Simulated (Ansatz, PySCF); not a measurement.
**Gd(OH)3 in two programs**

Gd(OH)3 (singlet in the valence; each metal's 4f electrons, 7 of them, lie in its core potential, out of spins and levels), relaxed with PySCF 2.14.0, RKS PBE0, Gd lcecp-1-SVP with ECP53, O def2-SVP, H def2-SVP; non-relativistic Hamiltonian with scalar-relativistic core potentials where named; density fitting; no spin-orbit coupling:

```xyz
7

Gd    0.0000    0.0000    0.0520
O     2.0698    0.0000    0.1289
H     3.0235    0.0000    0.1919
O    -1.0349    1.7925    0.1289
H    -1.5118    2.6185    0.1919
O    -1.0349   -1.7925    0.1289
H    -1.5118   -2.6185    0.1919
```

There the HOMO–LUMO gap is 6.30 eV. The 4f levels lie in the core potential and are missing.

The same geometry by Ansatz 0.2.0 (PBE, PAW with the 4f shell of lanthanides and the 5f shell of actinides in the valence, a periodic box with 9 Å of vacuum; gaps over both spins; site moments in spheres, but by Gaussian weights under spin-orbit coupling, so that the two can't be compared; unpaired electrons at the start: 7, along z under spin-orbit coupling; the open shells may stand above their lowest state):

| spin-orbit coupling | U on f (eV) | gap (eV) | spin moment on Gd1 (μB) | orbital moment of its f shell (μB) | largest force component (eV/Å) |
| --- | --- | --- | --- | --- | --- |
| without | 0 | 3.21 | 6.66 | – | 0.39 |
| with | 0 | 3.14 | 6.57 | 0.04 | 0.40 |
| without | 5 | 3.76 | 6.73 | – | 0.36 |

Task: What does the run with spin-orbit coupling and with U = 5 eV give?

Result: gap (eV): 3.76, spin moment on Gd1 (μB): 6.64, orbital moment of its f shell (μB): 0.03, largest force component (eV/Å): 0.36. It took 44 s on 2 threads of AMD EPYC 9R45 96-Core Processor (Zen 5), with other jobs on the host, peak memory 2.8 GiB.

Semilocal functionals tend to give orbital moments well under those of Hund's rules.

Without U the plane-wave gap ends on 4f levels, which the Gaussian run lacks; U moves filled and empty 4f levels apart, though the lowest empty ones can remain 4f.

The spin-orbit runs use fully relativistic datasets of their own, so changes of a few hundredths of an eV needn't come from the coupling.

An lcecp potential fixes the number of 4f electrons, so in runs with it no electron can move into or out of that shell.
